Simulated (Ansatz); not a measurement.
# Sn: stress in a strained cell

Aim: deform Sn (equal xy, yz and zx engineering shear strains of -3 %) and compute stress, forces and field gradients with LAPW, PAW and all-electron datasets made for the crystal.

Computed with Ansatz 0.2.0 (DFT LDA, scalar-relativistic, unless a step's input says otherwise).

### Step 1. The structure to begin with

It takes space group Fd-3m (No. 227, cubic). Conventional cell: a = 6.491 Å, b = 6.491 Å, c = 6.491 Å, α = 90.00°, β = 90.00°, γ = 90.00°. Sn (site symmetry -43m) has 4 Sn at 2.81 Å as nearest neighbours.

Structure file:

```cif
data_structure
_symmetry_space_group_name_H-M 'Fd-3m:1'
_symmetry_Int_Tables_number 227
_cell_length_a 6.4912
_cell_length_b 6.4912
_cell_length_c 6.4912
_cell_angle_alpha 90.000
_cell_angle_beta 90.000
_cell_angle_gamma 90.000
_cell_volume 273.51
loop_
_atom_site_label
_atom_site_type_symbol
_atom_site_symmetry_multiplicity
_atom_site_Wyckoff_symbol
_atom_site_fract_x
_atom_site_fract_y
_atom_site_fract_z
_atom_site_occupancy
Sn1 Sn 8 a 0.50000 0.00000 0.50000 1
```

The file gives the conventional cell by its symmetry; the runs use the cell typed in the input.

Atoms are numbered in the order of the input: Sn1, Sn2.

### Step 2. After the deformation

Space group Fd-3m before, R-3m after.

### Step 3. Full-potential LAPW

The input, input.yaml:

```yaml
crystal:
  lattice:
    - [-0.097368, 3.196916, 3.196916]
    - [3.196916, -0.097368, 3.196916]
    - [3.196916, 3.196916, -0.097368]
  atoms:
    - { symbol: Sn, position: [0.5, 0.5, 0.5] }
    - { symbol: Sn, position: [0.75, 0.75, 0.75] }
kpoints:
  mp_grid: { grid: [9, 9, 9] }
  band_path:
    path:
      - [0.0, 0.0, 0.0]
      - [0.5, 0.5, 0.5]
      - [0.2579113083, 0.5, 0.7420886917]
      - [-0.2579113083, 0.2579113083, 0.5]
      - [0.0, 0.0, 0.5]
      - [0.0, 0.0, 0.0]
      - [-0.3789556542, 0.0, 0.3789556542]
      - [0.0, 0.3789556542, 0.6210443458]
      - [0.0, 0.5, 0.5]
    npoints: 5
scf:
  occupations: { method: fermi_dirac, width: 0.03 }
hamiltonian:
  xc: lda
  pseudopotentials: { kind: all_electron, lapw: { basis_error: 0.00025 } }
output:
  forces: true
  stress: true
  eigenvalues: true
```

Started as:

```
ansatz run input.yaml --threads 1 --pin off --max-ram 3072MiB --backend cpu --events-out ev --progress --plain --runs-dir out
```

### Step 4. PAW on the default files

The input, input.yaml:

```yaml
crystal:
  lattice:
    - [-0.097368, 3.196916, 3.196916]
    - [3.196916, -0.097368, 3.196916]
    - [3.196916, 3.196916, -0.097368]
  atoms:
    - { symbol: Sn, position: [0.5, 0.5, 0.5] }
    - { symbol: Sn, position: [0.75, 0.75, 0.75] }
kpoints:
  mp_grid: { grid: [9, 9, 9] }
scf:
  occupations: { method: fermi_dirac, width: 0.03 }
hamiltonian:
  xc: lda
  pseudopotentials: { kind: paw }
output:
  forces: true
  stress: true
  eigenvalues: true
  efg: { contact_densities: true }
```

### Step 5. Datasets made for this crystal

Changes to input.yaml since step 4:

```diff
@@ -14,3 +14,3 @@
   xc: lda
-  pseudopotentials: { kind: paw }
+  pseudopotentials: { kind: all_electron, datasets: crystal }
 output:
```

(Steps that only read results are left out.)

What does the calculation give? Wanted: pressure; largest shear or deviatoric stress.

The runs gave:

| quantity | value |
| --- | --- |
| pressure | LAPW -0.17, PAW -0.17, crystal datasets -0.17 GPa |
| largest shear or deviatoric stress (LAPW) | 1.60 GPa |

The largest part of the stress beyond the pressure is 1.60 GPa in size; the atoms are carried along and not relaxed. No run of the undeformed cell stands beside it, so the pressure holds what the given cell had before the change. PAW: stress within 0.01 GPa of LAPW, forces within 1 meV/Å. Crystal datasets: stress within 0.01 GPa of LAPW, forces within 1 meV/Å.
